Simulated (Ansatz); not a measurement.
Task: a phonon calculation by linear response of CsNa3, space group Fm-3m, with the Python package of Ansatz (0.2.0). Give the script and its output. Settings: LDA, PAW, cutoff 420 eV, 6×6×6 k-points, Fermi-Dirac smearing of 0.05 eV.

```
Cs Na
1.0
     0.00000    4.73112    4.73112
     4.73112    0.00000    4.73112
     4.73112    4.73112    0.00000
Cs Na
1 3
Direct
  0.00000 0.00000 0.00000
  0.25000 0.25000 0.25000
  0.75000 0.75000 0.75000
  0.50000 0.50000 0.50000
```

`dfpt_csna3.py`:
```python
# -*- coding: utf-8 -*-
"""DFPT phonons of CsNa3."""

from pathlib import Path
import warnings

import ansatz as az
import numpy as np

params = {
    "functional": "LDA",
    "cutoff": 420,
    "width_ev": 0.05,
    "kmesh": (6, 6, 6),
}

warnings.simplefilter("ignore", az.DeckWarning)

crystal = (
    az.Lattice.of([0.0, 4.731122, 4.731122], [4.731122, 0.0, 4.731122], [4.731122, 4.731122, 0.0])
    .atom("Cs", [0.0, 0.0, 0.0])
    .atom("Na", [0.25, 0.25, 0.25])
    .atom("Na", [0.75, 0.75, 0.75])
    .atom("Na", [0.5, 0.5, 0.5])
)

base = (
    crystal.calculation()
    .functional(params["functional"])
    .basis(params["cutoff"])
    .occupations(az.OccupationsMethod.FERMI_DIRAC, width=params["width_ev"])
    .kpoints(*params["kmesh"])
    .phonons("dfpt", points=[(0, 0, 0), (0, 0, 0.5)])
)
out = base.run(threads=1, backend="cpu", runs_dir="runs")
ph = out.phonons

for q in ph.qpoints:
    print("q =", np.round(q.q_frac, 3), "1/cm:", " ".join(f"{w:.1f}" for w in q.omega_inv_cm))
```

Running `python dfpt_csna3.py` prints:
```text
RunWarning: eigensolver did not converge (k=1): 1 band(s) unlocked after 20 sweeps at ethr=1.00e-12 eV (lowest unlocked band 21, counted from 0; max residual 5.56e-6 eV among the unlocked bands, [...]
q = [0. 0. 0.] 1/cm: -0.0 -0.0 -0.0 47.7 47.7 47.7 56.6 56.6 56.6 76.7 76.7 76.7
q = [0.  0.  0.5] 1/cm: -7.9 -7.9 24.2 50.9 50.9 51.1 57.8 57.8 63.6 69.8 73.0 73.0
```
(Warnings from the package without file and line, shortened.)

Reading the output:
- The cell isn't relaxed first, so the values belong to this volume.
- A negative frequency stands for an imaginary mode.
- The structure comes from a database of computed cells and needn't be a stable or known phase.
- The structure is taken as given; imaginary modes can come from an unrelaxed or unstable start. Phonons of metals also depend on mesh and smearing.
- The script silences the warnings on its input, which a real study should read.
- Finished in 2.5 min on 1 thread of Arm Neoverse V2, on a shared host, peak memory 1.1 GiB.
